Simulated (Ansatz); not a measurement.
# InBi: the cost of one run

Program: Ansatz 0.2.0. Level of theory: DFT, PBEsol, PAW with Ansatz's default frozen-core files, scalar-relativistic. These are calculated values, not measurements.

## 1. The structure to begin with

It takes space group F-43m (No. 216, cubic). The conventional cell has a = 6.767 Å, b = 6.767 Å, c = 6.767 Å, α = 90.00°, β = 90.00°, γ = 90.00°. In (site symmetry -43m) is surrounded by 4 Bi at 2.93 Å. Bi (site symmetry -43m) is surrounded by 4 In at 2.93 Å.

As a file:

```cif
data_structure
_symmetry_space_group_name_H-M 'P 1'
_symmetry_Int_Tables_number 1
_cell_length_a 4.7850
_cell_length_b 4.7850
_cell_length_c 4.7850
_cell_angle_alpha 60.000
_cell_angle_beta 60.000
_cell_angle_gamma 60.000
_cell_volume 77.47
loop_
_atom_site_label
_atom_site_type_symbol
_atom_site_fract_x
_atom_site_fract_y
_atom_site_fract_z
_atom_site_occupancy
In1 In 0.00000 0.00000 0.00000 1
Bi1 Bi 0.75000 0.75000 0.75000 1
```

Whether this phase is the stable one at these pressures isn't tested.

Atoms are numbered in the order of the input: In1, Bi2.

## 2. Atoms relaxed at the given volume, PAW

The input, input.yaml:

```yaml
crystal:
  lattice:
    - [0.0, 3.38353831, 3.38353831]
    - [3.38353831, 0.0, 3.38353831]
    - [3.38353831, 3.38353831, 0.0]
  atoms:
    - { symbol: In, position: [0.0, 0.0, 0.0] }
    - { symbol: Bi, position: [0.75, 0.75, 0.75] }
kpoints:
  mp_grid: { grid: [9, 9, 9] }
scf:
  occupations: { method: fermi_dirac, width: 0.05 }
hamiltonian:
  xc: pbesol
  pseudopotentials: { kind: paw }
output:
  forces: true
  stress: true
  write_density: true
  write_potential: true
  elf: true
  volumetric_format: npy
relax:
  f_tol: 0.01
  max_steps: 30
```

The run is started by

```sh
> ansatz run input.yaml --threads 1 --pin off --max-ram 2048MiB --backend cpu --events-out ev --progress --plain --runs-dir out
```

**Question.** How long does this run take on 1 thread of Arm Neoverse V1, shared host, and how much memory does it need?

About 9.1 s, with a peak of 0.38 GiB.
